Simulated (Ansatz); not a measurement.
# Sn3C2: the cost of one run

Computed with Ansatz 0.2.0 (DFT PBE, scalar-relativistic, plane waves, PAW, unless a step's input says otherwise).

### 1 The starting structure

It takes space group P6/mmm (No. 191, hexagonal). The conventional cell has a = 5.396 Å, b = 5.396 Å, c = 4.254 Å, α = 90.00°, β = 90.00°, γ = 120.00°. Sn (site symmetry mmm) is surrounded by 4 Sn at 2.70 Å and 4 C at 2.90 Å. C (site symmetry 6mm) is surrounded by 2 C at 2.12 to 2.13 Å and 6 Sn at 2.90 Å.

Coordinates:

```cif
data_structure
_symmetry_space_group_name_H-M 'P6/mmm'
_symmetry_Int_Tables_number 191
_cell_length_a 5.3960
_cell_length_b 5.3960
_cell_length_c 4.2541
_cell_angle_alpha 90.000
_cell_angle_beta 90.000
_cell_angle_gamma 120.000
_cell_volume 107.27
loop_
_atom_site_label
_atom_site_type_symbol
_atom_site_symmetry_multiplicity
_atom_site_Wyckoff_symbol
_atom_site_fract_x
_atom_site_fract_y
_atom_site_fract_z
_atom_site_occupancy
Sn1 Sn 3 f 0.50000 0.00000 0.00000 1
C1 C 2 e 0.00000 0.00000 0.25073 1
```

The cell is invented: random cell by space group and Wyckoff sites (P6/mmm, No. 191). Lengths come from tabulated atomic sizes and are only a guess.

### 2 Probe: one point on a coarse mesh

input.yaml reads:

```yaml
crystal:
  lattice:
    - [5.39600568, 0.0, 0.0]
    - [-2.69800284, 4.673078, 0.0]
    - [0.0, 0.0, 4.25408675]
  atoms:
    - { symbol: Sn, position: [0.5, 0.0, 0.0] }
    - { symbol: Sn, position: [0.0, 0.5, 0.0] }
    - { symbol: Sn, position: [0.5, 0.5, 0.0] }
    - { symbol: C, position: [0.0, 0.0, 0.25072598] }
    - { symbol: C, position: [0.0, 0.0, 0.74927402] }
basis:
  ecutwfc: 420
kpoints:
  mp_grid: { grid: [6, 6, 4] }
hamiltonian:
  xc: pbe
scf:
  occupations: { method: gaussian, width: 0.1 }
  lower_state_search: "off"
output:
  forces: true
  stress: true
  eigenvalues: true
```

Launch:

```
$ ansatz run input.yaml --threads 1 --pin off --max-ram 2560MiB --backend cpu --events-out ev --progress --plain --runs-dir out
```

Q: Estimate wall time and peak memory on 1 thread of AMD EPYC (Zen 3), shared host.

About 6.4 s, with a peak of 0.4 GiB.
